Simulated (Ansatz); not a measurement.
# InSe: the cost of one run

Computed with Ansatz 0.2.0 (DFT PBE, scalar-relativistic, plane waves, PAW, unless a step's input says otherwise).

2 further runs of the same task are left out: 2 set aside as unsound or not needed.

### Step 1. The starting structure

The structure is hexagonal, space group P6_3/mmc (No. 194). The conventional cell has a = 4.090 Å, b = 4.090 Å, c = 18.403 Å, α = 90.00°, β = 90.00°, γ = 120.00°. In (site symmetry 3m) is surrounded by 3 Se at 2.68 Å and 1 In at 2.83 Å. Around Se (site symmetry 3m) lie 3 In at 2.68 Å.

Structure file:

```cif
data_structure
_symmetry_space_group_name_H-M 'P 1'
_symmetry_Int_Tables_number 1
_cell_length_a 4.0896
_cell_length_b 4.0896
_cell_length_c 18.4030
_cell_angle_alpha 90.000
_cell_angle_beta 90.000
_cell_angle_gamma 120.000
_cell_volume 266.56
loop_
_atom_site_label
_atom_site_type_symbol
_atom_site_fract_x
_atom_site_fract_y
_atom_site_fract_z
_atom_site_occupancy
In1 In 0.33333 0.66667 0.17323 1
In2 In 0.66667 0.33333 0.67323 1
In3 In 0.33333 0.66667 0.32677 1
In4 In 0.66667 0.33333 0.82677 1
Se1 Se 0.33333 0.66667 0.60417 1
Se2 Se 0.66667 0.33333 0.10417 1
Se3 Se 0.33333 0.66667 0.89583 1
Se4 Se 0.66667 0.33333 0.39583 1
```

This cell was relaxed beforehand with the same method: volume 33.32 Å³/atom, gap on the mesh 0.70 eV.

### Step 2. The bulk's band edges

input.yaml reads:

```yaml
crystal:
  lattice:
    - [4.0896281849, 0.0, 0.0]
    - [-2.0448140924, 3.5417219002, 0.0]
    - [0.0, 0.0, 18.4030140815]
  atoms:
    - { symbol: In, position: [0.3333333333, 0.6666666667, 0.173233535] }
    - { symbol: In, position: [0.6666666667, 0.3333333333, 0.673233535] }
    - { symbol: In, position: [0.3333333333, 0.6666666667, 0.326766465] }
    - { symbol: In, position: [0.6666666667, 0.3333333333, 0.826766465] }
    - { symbol: Se, position: [0.3333333333, 0.6666666667, 0.6041695043] }
    - { symbol: Se, position: [0.6666666667, 0.3333333333, 0.1041695043] }
    - { symbol: Se, position: [0.3333333333, 0.6666666667, 0.8958304957] }
    - { symbol: Se, position: [0.6666666667, 0.3333333333, 0.3958304957] }
basis:
  ecutwfc: 420
kpoints:
  mp_grid: { grid: [12, 12, 2] }
  band_path: { path: [VBM, CBM], npoints: 2 }
hamiltonian:
  xc: pbe
scf:
  occupations: { method: gaussian, width: 0.02 }
output:
  forces: true
  stress: true
  eigenvalues: true
```

Launch:

```sh
ansatz run input.yaml --threads 1 --pin off --max-ram 2560MiB --backend cpu --events-out ev --progress --plain --runs-dir out
```

What time and memory should one allow on 1 thread of Intel Xeon at 2.50GHz (Skylake/Cascade Lake), shared host?

About 2.1 min, with a peak of 0.81 GiB.
